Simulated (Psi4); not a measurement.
# C2H3I (vinyl iodide): UHF-D4/DZVP

We compute a structure relaxation of C2H3I (vinyl iodide). 

Program for the calculation: Psi4 1.11.

3 further runs of the same task are left out: 2 that didn't finish, 1 set aside as unsound or not needed.

### Step 1. The structure to begin with

The species is C2H3I (6 atoms), meant as a singlet with charge 0. SMILES: `C=CI`. Geometry: relaxed at GFN2-xTB. The run starts from this shape.

Bond lengths: C1–C2 1.314 Å, C2–I3 2.108 Å, C1–H4 1.077 Å, C1–H5 1.078 Å, C2–H6 1.077 Å. Angles: C1–C2–I3 123.3°, C1–C2–H6 124.0°, I3–C2–H6 112.7°, C2–C1–H4 122.8°, C2–C1–H5 120.5°, H4–C1–H5 116.7°.

### Step 2. A geometry optimisation at UHF-D4/DZVP

Input file job.inp:

```
memory 1600 mb

molecule {
  0 1
  C
  C 1 R2
  I 2 R3 1 A3
  H 1 R4 2 A4 3 D4
  H 1 R5 4 A5 2 D5
  H 2 R6 1 A6 4 D6

  R2 = 1.314305
  R3 = 2.107518
  A3 = 123.33274
  R4 = 1.076507
  A4 = 122.8109
  D4 = -0.02707
  R5 = 1.077866
  A5 = 116.72706
  D5 = 179.99409
  R6 = 1.076568
  A6 = 123.95281
  D6 = 179.96704
}

set {
  basis DZVP
  reference uhf
  geom_maxiter 50
  g_convergence turbomole
  scf_type pk
}

opt("hf-d4")
```

On the command line:

```sh
$ psi4 -i job.inp -o job.out -n 1
```

job.out:

```text
[...]
  Running in c1 symmetry.
[...]
  Nuclear repulsion =  189.957764101627220
[...]
  Multiplicity = 1
[...]
  Nalpha       = 34
  Nbeta        = 34
[...]
    Number of basis functions: 70
[...]
   @UHF iter   1: -6994.50075631909840   -1.61709e+00   5.19355e-03 DIIS/ADIIS
[...]
   @UHF iter   7: -6994.58496060627931   -3.63798e-12   3.88817e-09 DIIS
[...]
   @S^2 Observed:               -9.947598301E-14
[...]
    Orbital Energies [Eh]
    ---------------------
    Alpha Occupied:
       1A   -1177.161986     2A   -180.908133     3A   -169.695483
       4A   -169.694773     5A   -169.694756     6A    -37.908969
       7A    -33.120312     8A    -33.116642     9A    -33.116591
      10A    -24.292710    11A    -24.291418    12A    -24.291347
      13A    -24.287703    14A    -24.287703    15A    -11.292252
      16A    -11.255158    17A     -7.226983    18A     -5.467331
      19A     -5.455999    20A     -5.455877    21A     -2.394544
      22A     -2.388775    23A     -2.388584    24A     -2.375927
      25A     -2.375905    26A     -1.078304    27A     -0.873715
      28A     -0.772591    29A     -0.659545    30A     -0.604646
      31A     -0.469346    32A     -0.448069    33A     -0.373433
      34A     -0.347975
[...]
  @UHF Final Energy: -6994.58496060627931
   => Energetics <=
    Nuclear Repulsion Energy =            189.9236170595456770
    One-Electron Energy =               -9989.8404823159817170
    Two-Electron Energy =                2805.3467556914633860
    Total Energy =                      -6994.5849606062784005
  UHF NO Occupations:
  HONO-2 :   32  A 2.0000000
  HONO-1 :   33  A 2.0000000
[...]
 Multipole Moments:
 ------------------------------------------------------------------------------------
     Multipole            Electronic (a.u.)      Nuclear  (a.u.)        Total (a.u.)
 ------------------------------------------------------------------------------------
 L = 1.  Multiply by 2.5417464519 to convert [e a0] to [Debye]
 Dipole X            :          0.0000172           -0.0000273           -0.0000101
 Dipole Y            :        -10.6789006           11.1746575            0.4957568
 Dipole Z            :         11.2883369          -11.7401044           -0.4517675
 Magnitude           :                                                    0.6707225
[...]
  -Total Gradient:
     Atom            X                  Y                   Z
    ------   -----------------  -----------------  -----------------
       1        0.000000809111    -0.000043220967    -0.000092215637
       2        0.000000468830     0.000029935925     0.000043248705
       3       -0.000000552074    -0.000049393990     0.000028677822
       4        0.000000154136    -0.000008024103    -0.000009897858
       5       -0.000001031423     0.000029132461     0.000005378977
       6        0.000000151419     0.000041570865     0.000024808351
[...]
    Final optimized geometry and variables:
    Molecular point group: c1
    Full point group: C1
    Geometry (in Angstrom), charge = 0, multiplicity = 1:
    C
    C             1          R2
    I             2          R3      1          A3
    H             1          R4      2          A4      3          D4
    H             1          R5      4          A5      2          D5
    H             2          R6      1          A6      4          D6
    A3        =  123.2947771751
    A4        =  122.9282237846
    A5        =  117.4768655613
    A6        =  123.3998072461
[...]
```

Standard output:

```text
Optimizer: Optimization complete!
```

Wall time 32 s (1 thread of Intel Xeon Platinum 8488C (Sapphire Rapids), shared host); peak memory 0.27 GiB.

Step by step:

```csv
step,energy from the first frame kept (eV),largest force (eV/Å)
0,0.0000,0.2279
1,-0.0018,0.0603
2,-0.0019,0.0158
3,-0.0019,0.0052
```

After the run. Bond lengths: C1–C2 1.314 Å, C2–I3 2.109 Å, C1–H4 1.073 Å, C1–H5 1.076 Å, C2–H6 1.071 Å. Angles: C1–C2–I3 123.3°, C1–C2–H6 123.4°, I3–C2–H6 113.3°, C2–C1–H4 122.9°, C2–C1–H5 119.6°, H4–C1–H5 117.5°.

### Step 3. Summary of results

At UHF-D4/DZVP:

| quantity | value |
| --- | --- |
| total energy at the end | -6994.58496 Eh |
| dipole moment | 1.70 D |
| HOMO energy | -9.47 eV |
| LUMO energy | 2.65 eV |
| HOMO–LUMO gap | 12.12 eV |
| dispersion energy | -38.99 kJ/mol |

**Reading.** At the final geometry: Bond lengths: C1–C2 1.314 Å, C2–I3 2.109 Å, C1–H4 1.073 Å, C1–H5 1.076 Å, C2–H6 1.071 Å. Angles: C1–C2–I3 123.3°, C1–C2–H6 123.4°, I3–C2–H6 113.3°, C2–C1–H4 122.9°, C2–C1–H5 119.6°, H4–C1–H5 117.5°. The optimisation took 4 steps and changed the energy by -0.002 eV.
